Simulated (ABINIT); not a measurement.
# MoN2 (P4/mbm) in ABINIT: a series of runs, part 2 of 2

ABINIT 10.8.3 (patched build). The steps go on from the part before.

### 3 Band structure, LDA

Contents of run.abi:

```
# Datasets: ground state, then fixed potential
ndtset 2

# Pseudopotentials
pp_dirpath "./"
pseudos "Mo.LDA_PW-JTH.xml, N.LDA_PW-JTH.xml"

# Structure
acell 4.348053 4.348053 2.76746 Angstrom
rprim
     1.0000000000     0.0000000000     0.0000000000
     0.0000000000     1.0000000000     0.0000000000
     0.0000000000     0.0000000000     1.0000000000
ntypat 2
znucl 42 7
natom 6
typat 1 1 2 2 2 2
xred
     0.0000000000     0.0000000000     0.0000000000
     0.5000000000     0.5000000000     0.0000000000
     0.6116470000     0.8883530000     0.5000000000
     0.3883530000     0.1116470000     0.5000000000
     0.1116470000     0.6116470000     0.5000000000
     0.8883530000     0.3883530000     0.5000000000

# Plane-wave basis
ecut 26.0
pawecutdg 48.0

# Exchange and correlation
ixc 7

# Bands and occupations
occopt 3
tsmear 0.05 eV

# SCF cycle
nstep 100

# Output
iomode 3
prtwf 0
prteig 0
prtebands 0
enunit 1
prtden1 1

# Dataset 1
kptopt1 1
ngkpt1 6 6 10
nshiftk1 1
shiftk1 0.0 0.0 0.0
nband1 29
tolvrs1 1.0e-9

# Dataset 2: bands along G-X-M-G-Z-R-A-Z
iscf2 -2
getden2 1
nband2 35
nbdbuf2 4
tolwfr2 1.0e-11
kptopt2 -7
ndivsm2 6
prteig2 1
kptbounds2
     0.0000000000     0.0000000000     0.0000000000
     0.0000000000     0.5000000000     0.0000000000
     0.5000000000     0.5000000000     0.0000000000
     0.0000000000     0.0000000000     0.0000000000
     0.0000000000     0.0000000000     0.5000000000
     0.0000000000     0.5000000000     0.5000000000
     0.5000000000     0.5000000000     0.5000000000
     0.0000000000     0.0000000000     0.5000000000
```

Potentials or basis: JTH PAW LDA v2.0.

Run with:

```
> mpirun --bind-to none -np 4 abinit run.abi > log 2>&1
```

run.abo:

```text
.Version 10.8.3 of ABINIT
 DATASET    1 : space group P4/m b m (#127); Bravais tP (primitive tetrag.)
================================================================================
 Values of the parameters that define the memory need for DATASET  1.
     intxc =       0    ionmov =       0      iscf =      17    lmnmax =      18
     lnmax =       6     mgfft =      40  mpssoang =       3    mqgrid =    3001
     natom =       6  nloc_mem =       2    nspden =       1   nspinor =       1
    nsppol =       1      nsym =      16    n1xccc =       1    ntypat =       2
    occopt =       3   xclevel =       1
       mpw =        2255          nfft =       43200          nkpt =          60
Pmy_natom=         2
 PAW method is used; the additional fine FFT grid is defined by:
   mgfftf=        54    nfftf =    104976
================================================================================
================================================================================

 DATASET    2 : space group P4/m b m (#127); Bravais tP (primitive tetrag.)
================================================================================
 Values of the parameters that define the memory need for DATASET  2.
     intxc =       0    ionmov =       0      iscf =      -2    lmnmax =      18
     lnmax =       6     mgfft =      40  mpssoang =       3    mqgrid =    3001
     natom =       6  nloc_mem =       2    nspden =       1   nspinor =       1
    nsppol =       1      nsym =      16    n1xccc =       1    ntypat =       2
    occopt =       3   xclevel =       1
       mpw =        2256          nfft =       43200          nkpt =          50
Pmy_natom=         2
 PAW method is used; the additional fine FFT grid is defined by:
   mgfftf=        54    nfftf =    104976
================================================================================
================================================================================

--------------------------------------------------------------------------------
------------- Echo of variables that govern the present computation ------------
--------------------------------------------------------------------------------
 -outvars: echo values of preprocessed input variables --------
            acell      8.2166293509E+00  8.2166293509E+00  5.2297414644E+00 Bohr
              amu      9.59400000E+01  1.40067400E+01
             ecut      2.60000000E+01 Hartree
           enunit           1
           getden1          0
           getden2          1
             iscf1         17
             iscf2         -2
                       outvar_i_n : Printing only first  50 k-points.
              ixc           7
           jdtset        1    2
                       outvar_i_n : Printing only first  50 k-points.
           kptopt1          1
           kptopt2         -7
         kptrlatt        6    0    0      0    6    0      0    0   10
          kptrlen1     4.92997761E+01
          kptrlen2     3.00000000E+01
            natom           6
            nband1         29
            nband2         35
           nbdbuf1          0
           nbdbuf2          4
           ndtset           2
           ndivsm1          0
           ndivsm2          6
            ngfft          40      40      27
          ngfftdg          54      54      36
[... 938 lines left out ...]
- [  6.1165E-01,   8.8835E-01,   5.0000E-01,  N]
- [  3.8835E-01,   1.1165E-01,   5.0000E-01,  N]
- [  1.1165E-01,   6.1165E-01,   5.0000E-01,  N]
- [  8.8835E-01,   3.8835E-01,   5.0000E-01,  N]
cartesian_forces: null
force_length_stats: {min: null, max: null, mean: null, }
...

 Integrated electronic density in atomic spheres:
 ------------------------------------------------
 Atom  Sphere_radius  Integrated_density
    1        2.20740         11.24029141
    2        2.20740         11.24029141
    3        1.20497          2.57281374
    4        1.20497          2.57281374
    5        1.20497          2.57281374
    6        1.20497          2.57281374

================================================================================

 ----iterations are completed or convergence reached----

 Mean square residual over all n,k,spin=   55.040E-13; max=  99.982E-13
 reduced coordinates (array xred) for    6 atoms
       0.000000000000      0.000000000000      0.000000000000
       0.500000000000      0.500000000000      0.000000000000
       0.611647000000      0.888353000000      0.500000000000
       0.388353000000      0.111647000000      0.500000000000
       0.111647000000      0.611647000000      0.500000000000
       0.888353000000      0.388353000000      0.500000000000

 cartesian coordinates (angstrom) at end:
    1      0.00000000000000     0.00000000000000     0.00000000000000
    2      2.17402650000000     2.17402650000000     0.00000000000000
    3      2.65947357329100     3.86260592670900     1.38373000000000
    4      1.68857942670900     0.48544707329100     1.38373000000000
    5      0.48544707329100     2.65947357329100     1.38373000000000
    6      3.86260592670900     1.68857942670900     1.38373000000000
 length scales=  8.216629350932  8.216629350932  5.229741464405 bohr
              =  4.348053000000  4.348053000000  2.767460000000 angstroms
 Eigenvalues (   eV  ) for nkpt=  50  k points:
 kpt#   1, nband= 35, wtk=  1.00000, kpt=  0.0000  0.0000  0.0000 (reduced coord)
 -48.65549  -48.59607  -22.87898  -22.87898  -22.54385  -22.54385  -22.52045  -22.45350
  -7.94406   -6.60546    1.29304    1.29304    4.80350    4.98663    6.39511    7.22147
   7.22147    8.46575    9.31809    9.34591   10.24457   10.24457   10.98672   11.44888
  13.81415   13.81415   14.26005   14.98996   15.39364   18.79490   19.02327   19.02327
  20.59717   21.86373   21.86373
 kpt#   2, nband= 35, wtk=  1.00000, kpt=  0.0000  0.0833  0.0000 (reduced coord)
 -48.65447  -48.59707  -22.87465  -22.87340  -22.55111  -22.54970  -22.51928  -22.45458
  -7.90959   -6.60982    1.22345    1.28071    4.77236    4.83394    6.43116    7.36665
   7.37089    8.41284    9.14460    9.33813   10.30522   10.46556   11.02568   11.48308
  13.83898   13.89759   14.18402   14.87986   15.40163   18.70058   18.92744   18.94396
  20.44539   21.85437   22.05201
 kpt#   3, nband= 35, wtk=  1.00000, kpt=  0.0000  0.1667  0.0000 (reduced coord)
 -48.65147  -48.60000  -22.86173  -22.85699  -22.57196  -22.56679  -22.51580  -22.45779
  -7.80961   -6.62730    1.05483    1.23925    4.49768    4.64150    6.64817    7.68491
   7.70007    8.28449    8.79660    9.38941   10.46037   10.85133   11.13723   11.58464
  13.93422   13.96264   14.13881   14.57267   15.44166   18.43004   18.65082   18.71346
[... 269 lines left out ...]
  15.39056   15.43148   15.82214   16.18583   16.54368   16.83483   17.02878   17.31552
  21.99288   22.72922   22.83576
 kpt#  49, nband= 35, wtk=  1.00000, kpt=  0.0625  0.0625  0.5000 (reduced coord)
 -48.54891  -48.49577  -23.48635  -23.33787  -22.72330  -22.70941  -22.44238  -22.42790
  -6.65648   -5.77345    0.18338    0.23622    3.34106    4.22915    5.13197    5.42257
   6.74472    7.54120   10.16696   10.43633   10.99195   11.24630   13.81760   14.01198
  15.34136   15.42264   15.67637   16.09695   16.13311   16.76055   16.96042   17.03878
  22.16282   22.42360   23.14176
 kpt#  50, nband= 35, wtk=  1.00000, kpt=  0.0000  0.0000  0.5000 (reduced coord)
 -48.54997  -48.49473  -23.48956  -23.33522  -22.72147  -22.72147  -22.42909  -22.42909
  -6.65767   -5.72878    0.13848    0.13848    3.27681    4.18539    5.37879    5.37879
   6.79167    7.26941   10.20609   10.52988   11.23676   11.23676   13.97545   14.33461
  15.34898   15.42381   15.62186   15.62186   16.13307   16.84012   16.84012   17.04668
  22.26491   22.26540   23.35272

== END DATASET(S) ==============================================================
================================================================================

 -outvars: echo values of variables after computation  --------
            acell      8.2166293509E+00  8.2166293509E+00  5.2297414644E+00 Bohr
           etotal1    -1.7828683874E+02
            fcart1     7.2280144832E-20 -0.0000000000E+00 -0.0000000000E+00
                       7.2280144832E-20 -0.0000000000E+00 -0.0000000000E+00
                      -2.2525714264E-03  2.2525714264E-03 -0.0000000000E+00
                       2.2525714264E-03 -2.2525714264E-03 -0.0000000000E+00
                      -2.2525714264E-03 -2.2525714264E-03 -0.0000000000E+00
                       2.2525714264E-03  2.2525714264E-03 -0.0000000000E+00
           strten1     7.1204367630E-04  7.1204367630E-04  7.5036272618E-04
                       0.0000000000E+00  0.0000000000E+00  0.0000000000E+00
           xangst      0.0000000000E+00  0.0000000000E+00  0.0000000000E+00
                       2.1740265000E+00  2.1740265000E+00  0.0000000000E+00
                       2.6594735733E+00  3.8626059267E+00  1.3837300000E+00
                       1.6885794267E+00  4.8544707329E-01  1.3837300000E+00
                       4.8544707329E-01  2.6594735733E+00  1.3837300000E+00
                       3.8626059267E+00  1.6885794267E+00  1.3837300000E+00
             xred      0.0000000000E+00  0.0000000000E+00  0.0000000000E+00
                       5.0000000000E-01  5.0000000000E-01  0.0000000000E+00
                       6.1164700000E-01  8.8835300000E-01  5.0000000000E-01
                       3.8835300000E-01  1.1164700000E-01  5.0000000000E-01
                       1.1164700000E-01  6.1164700000E-01  5.0000000000E-01
                       8.8835300000E-01  3.8835300000E-01  5.0000000000E-01
 Calculation completed.
```

Run time: 57 s. Hardware: 4 MPI ranks of Arm Neoverse V2, shared host; peak memory 0.44 GiB.

What came out:

```yaml
Free_energy: -4851.4320 eV
Pressure: -21.3 GPa
Largest_force: 0.164 eV/Å
Band_gap_on_the_k_mesh: none (metal or under the smearing width)
Valence_electrons_inside_the_program's_atomic_spheres: Mo 11.24; N 2.57
```

Forces in eV/Å, atoms in the order of the input:
```
Mo   0.000  0.000  0.000
Mo   0.000  0.000  0.000
N   -0.116  0.116  0.000
N    0.116 -0.116  0.000
N   -0.116 -0.116  0.000
N    0.116  0.116  0.000
```

Levels at the corners of the path, in eV from the Fermi level:
| point | band 22 | band 23 | band 24 | band 25 | band 26 | band 27 |
| --- | --- | --- | --- | --- | --- | --- |
| Γ | -3.02 | -2.28 | -1.82 | 0.55 | 0.55 | 0.99 |
| X | -2.02 | -1.18 | -1.18 | -0.41 | -0.41 | 2.11 |
| M | -0.84 | 0.51 | 0.51 | 0.52 | 0.52 | 0.95 |
| Γ | -3.02 | -2.28 | -1.82 | 0.55 | 0.55 | 0.99 |
| Z | -2.03 | 0.71 | 1.07 | 2.08 | 2.16 | 2.35 |
| R | -2.51 | -1.05 | -1.05 | 2.44 | 2.44 | 2.98 |
| A | -5.13 | -1.34 | -1.34 | 2.39 | 2.39 | 3.31 |
| Z | -2.03 | 0.71 | 1.07 | 2.08 | 2.16 | 2.35 |

### 4 Band structure, r2SCAN

Edit run.abi of step 3 so:

```diff
@@ -5,3 +5,3 @@
 pp_dirpath "./"
-pseudos "Mo.LDA_PW-JTH.xml, N.LDA_PW-JTH.xml"
+pseudos "Mo.GGA_PBE-JTH.xml, N.GGA_PBE-JTH.xml"
 
@@ -26,7 +26,9 @@
 # Plane-wave basis
-ecut 26.0
-pawecutdg 48.0
+ecut 31.0
+pawecutdg 53.0
 
 # Exchange and correlation
-ixc 7
+ixc -497498
+usekden 1
+pawxcdev 0
 
@@ -46,2 +48,3 @@
 prtden1 1
+prtkden1 1
 
@@ -53,3 +56,3 @@
 nband1 29
-tolvrs1 1.0e-9
+tolvrs1 1.0e-7
 
@@ -58,2 +61,3 @@
 getden2 1
+getkden2 1
 nband2 35
```

Potentials or basis: JTH PAW PBE v2.0.

Run with:

```
> mpirun --bind-to none -np 4 abinit run.abi > log 2>&1
```

Wall time 3.7 min (4 MPI ranks of Arm Neoverse V2, shared host); peak memory 0.68 GiB.

It converged, with:

* Free energy: -4032.7398 eV
* Pressure: -4.7 GPa
* Largest force: 0.055 eV/Å
* Band gap on the k mesh: none (metal or under the smearing width)
* Valence electrons inside the program's atomic spheres: Mo 11.23; N 2.59

Forces in eV/Å, atoms in the order of the input:
```
Mo   0.000  0.000  0.000
Mo   0.000  0.000  0.000
N   -0.039  0.039  0.000
N    0.039 -0.039  0.000
N   -0.039 -0.039  0.000
N    0.039  0.039  0.000
```

Stress tensor (GPa, compression positive):
```
-4.45  0.00  0.00
 0.00 -4.45  0.00
 0.00  0.00 -5.12
```

Levels at the corners of the path, in eV from the Fermi level:
```tsv
point	band 22	band 23	band 24	band 25	band 26	band 27
Γ	-3.09	-2.36	-1.84	0.69	0.69	1.03
X	-2.05	-1.21	-1.21	-0.40	-0.40	2.29
M	-0.86	0.50	0.50	0.54	0.54	1.09
Γ	-3.09	-2.36	-1.84	0.69	0.69	1.03
Z	-2.08	0.75	1.11	2.15	2.18	2.45
R	-2.64	-1.09	-1.09	2.48	2.48	3.13
A	-5.27	-1.40	-1.40	2.47	2.47	3.46
Z	-2.08	0.75	1.11	2.15	2.18	2.45
```

Caveat: totals of a meta-GGA on PAW files have another zero than those of a GGA; the PAW data sets were made with another functional, which shifts forces and pressure a little.

### 5 Band structure, PBE

Edit run.abi of step 4 so:

```diff
@@ -26,9 +26,8 @@
 # Plane-wave basis
-ecut 31.0
-pawecutdg 53.0
+ecut 26.0
+pawecutdg 48.0
+pawxcdev 0
 
 # Exchange and correlation
-ixc -497498
-usekden 1
-pawxcdev 0
+ixc 11
 
@@ -48,3 +47,2 @@
 prtden1 1
-prtkden1 1
 
@@ -56,3 +54,3 @@
 nband1 29
-tolvrs1 1.0e-7
+tolvrs1 1.0e-9
 
@@ -61,3 +59,2 @@
 getden2 1
-getkden2 1
 nband2 35
```

Run with:

```
> mpirun --bind-to none -np 4 abinit run.abi > log 2>&1
```

Run time: 62 s. Hardware: 4 MPI ranks of Arm Neoverse V2, shared host; peak memory 0.52 GiB.

Results (log left out):

- Free energy: -4837.8245 eV
- Pressure: -4.1 GPa
- Largest force: 0.043 eV/Å
- Band gap on the k mesh: none (metal or under the smearing width)
- Valence electrons inside the program's atomic spheres: Mo 11.24; N 2.58

Forces in eV/Å, atoms in the order of the input:
```
Mo   0.000  0.000  0.000
Mo   0.000  0.000  0.000
N    0.030 -0.030  0.000
N   -0.030  0.030  0.000
N    0.030  0.030  0.000
N   -0.030 -0.030  0.000
```

Stress tensor (GPa, compression positive):
```
-3.71  0.00  0.00
 0.00 -3.71  0.00
 0.00  0.00 -4.90
```

Levels at the corners of the path, in eV from the Fermi level:
| point | band 20 | band 21 | band 22 | band 23 | band 24 | band 25 | band 26 | band 27 | band 28 | band 29 |
| --- | --- | --- | --- | --- | --- | --- | --- | --- | --- | --- |
| Γ | -3.91 | -2.99 | -2.99 | -2.26 | -1.81 | 0.58 | 0.58 | 1.00 | 1.70 | 2.10 |
| X | -4.23 | -1.99 | -1.99 | -1.17 | -1.17 | -0.41 | -0.41 | 2.13 | 2.13 | 3.21 |
| M | -3.73 | -0.83 | -0.83 | 0.50 | 0.50 | 0.52 | 0.52 | 0.98 | 0.98 | 2.72 |
| Γ | -3.91 | -2.99 | -2.99 | -2.26 | -1.81 | 0.58 | 0.58 | 1.00 | 1.70 | 2.10 |
| Z | -2.72 | -2.01 | -2.01 | 0.72 | 1.08 | 2.06 | 2.13 | 2.30 | 2.30 | 2.83 |
| R | -4.21 | -2.51 | -2.51 | -1.04 | -1.04 | 2.42 | 2.42 | 2.95 | 2.95 | 3.42 |
| A | -5.33 | -5.09 | -5.09 | -1.34 | -1.34 | 2.38 | 2.38 | 3.27 | 3.27 | 4.06 |
| Z | -2.72 | -2.01 | -2.01 | 0.72 | 1.08 | 2.06 | 2.13 | 2.30 | 2.30 | 2.83 |

### 6 Band structure, TB-mBJ

Edit run.abi of step 5 so:

```diff
@@ -5,3 +5,3 @@
 pp_dirpath "./"
-pseudos "Mo.GGA_PBE-JTH.xml, N.GGA_PBE-JTH.xml"
+pseudos "Mo.LDA_PW-JTH.xml, N.LDA_PW-JTH.xml"
 
@@ -26,8 +26,9 @@
 # Plane-wave basis
-ecut 26.0
-pawecutdg 48.0
-pawxcdev 0
+ecut 31.0
+pawecutdg 53.0
 
 # Exchange and correlation
-ixc 11
+ixc -208012
+usekden 1
+pawxcdev 0
 
@@ -39,2 +40,5 @@
 nstep 100
+diemix 0.3
+optforces 0
+optstress 0
 
@@ -47,2 +51,6 @@
 prtden1 1
+prtkden1 1
+prtvha1 1
+prtvclmb1 1
+prtpot1 1
 
@@ -50,3 +58,3 @@
 kptopt1 1
-ngkpt1 6 6 10
+ngkpt1 4 4 7
 nshiftk1 1
@@ -54,3 +62,3 @@
 nband1 29
-tolvrs1 1.0e-9
+tolvrs1 1.0e-7
 
@@ -59,2 +67,3 @@
 getden2 1
+getkden2 1
 nband2 35
@@ -65,2 +74,3 @@
 prteig2 1
+prtvol2 -3
 kptbounds2
```

Potentials or basis: JTH PAW LDA v2.0.

Run with:

```
> mpirun --bind-to none -np 4 abinit run.abi > log 2>&1
```

It took 4.5 min on 4 MPI ranks of Arm Neoverse V2, shared host; peak memory 0.6 GiB.

The run converged. Its results:

* Band gap on the k mesh: none (metal or under the smearing width)
* Valence electrons inside the program's atomic spheres: Mo 11.23; N 2.57

Levels at the corners of the path, in eV from the Fermi level:
```
point  band 20  band 21  band 22  band 23  band 24  band 25  band 26  band 27  band 28  band 29
    Γ    -3.70    -3.07    -3.07    -2.34    -1.78     0.66     0.66     0.99     1.55     2.27
    X    -4.12    -2.05    -2.05    -1.12    -1.12    -0.37    -0.37     2.24     2.24     3.39
    M    -3.53    -0.82    -0.82     0.44     0.44     0.47     0.47     1.04     1.04     2.80
    Γ    -3.70    -3.07    -3.07    -2.34    -1.78     0.66     0.66     0.99     1.55     2.27
    Z    -2.67    -1.99    -1.99     0.62     1.09     2.04     2.06     2.32     2.32     2.65
    R    -4.15    -2.62    -2.62    -1.00    -1.00     2.33     2.33     3.04     3.04     3.60
    A    -5.44    -5.13    -5.13    -1.32    -1.32     2.33     2.33     3.29     3.29     4.13
    Z    -2.67    -1.99    -1.99     0.62     1.09     2.04     2.06     2.32     2.32     2.65
```

Caveat: the k mesh is coarse (spacing up to 0.36 Å⁻¹), so the values aren't converged; the constant c of TB-mBJ comes from the pseudo density here, which moves gaps by up to 0.3 eV between sets of potentials; the PAW data sets were made with another functional, which shifts forces and pressure a little.

### 7 The runs side by side

```tsv
level	potentials or basis	k mesh	cutoff (eV)	fine-grid cutoff	mesh quality	gap on the mesh (eV)	pressure (GPa)	largest force (eV/Å)
PBEsol	PseudoDojo NC SR PBEsol v0.4.1 standard	6 × 6 × 10	1143	-	not flagged	none	-13.2	0.23
LDA	JTH PAW LDA v2.0	6 × 6 × 10	707	1306.15 eV	not flagged	none	-21.3	0.16
r2SCAN	JTH PAW PBE v2.0	6 × 6 × 10	844	1442.2 eV	not flagged	none	-4.7	0.06
PBE	JTH PAW PBE v2.0	6 × 6 × 10	707	1306.15 eV	not flagged	none	-4.1	0.04
TB-mBJ	JTH PAW LDA v2.0	4 × 4 × 7	844	1442.2 eV	coarse	none	-	-
```

Alike in all rows: task band structure; no spin polarisation; cell as given; smearing fermi-dirac 0.05 eV.

Caveats: some runs use coarse meshes; the PAW data sets were made with another functional, which shifts forces and pressure a little (some runs); totals of a meta-GGA on PAW files have another zero than those of a GGA (some runs); the constant c of TB-mBJ comes from the pseudo density here, which moves gaps by up to 0.3 eV between sets of potentials (some runs).

Total energies depend on the potentials used, so only differences within one code and one set of settings carry meaning.
